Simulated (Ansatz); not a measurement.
# RuH (quartet): wave-function methods side by side, def2-TZVPP

An exercise on one series of results from a longer session: the logs are not shown, and one member is left open.

The runs use Ansatz 0.2.0, Gaussian basis; def2-TZVPP, core rule «outside noble gas», up to 4 orbitals frozen.

The runs, in order: UHF; ROHF; CCSD(T) on UHF.

**The geometry**

The geometry is a PBE0/def2-TZVP stationary point (not a proven minimum) of the parent state, kept for this charge and spin. No spin-orbit coupling is included. Elements past krypton take def2 core potentials.

2 atoms, charge 0, spin multiplicity 4.

Atoms are counted from 1 here; the program's logs count them from 0.

Bond lengths: Ru1–H2 1.753 Å.

Coordinates:

```
Ru    0.0000    0.0000    0.0000
H     0.0000    0.0000    1.7532
```

Set-up of the first run:

Contents of in.yaml:

```yaml
crystal:
  periodic: [false, false, false]
  atoms:
    - {symbol: Ru, position_ang: [0.000000, 0.000000, 0.000000]}
    - {symbol: H, position_ang: [0.000000, 0.000000, 1.753200]}
basis:
  gaussian: {orbitals: def2-TZVPP}
magnetization: {spin_polarized: true, initial_magnetization: 3}
hamiltonian: {xc: hf}
output: {orbitals: {seedname: orbitals}}
```

On the command line:

```
> ansatz run in.yaml --threads 1 --pin off --events-out ev --progress --plain --max-ram 4096MiB --backend cpu
```

Among the steps run: UHF; ROHF; CCSD(T) on UHF.

One of the session's tables, all rows but one given; the rest of the session is left out.

| method | from UCCSD(T) (meV) |
| --- | --- |
| ROHF | ? |
| UHF | +6387.7 |
| UMP2 | +502.3 |
| UCCSD | +250.1 |
| UCCSD(T) | 0 |

Estimate the missing values for ROHF.

The run gave: from UCCSD(T) (meV): +6705.5. In the column «from UCCSD(T) (meV)» it is the highest.
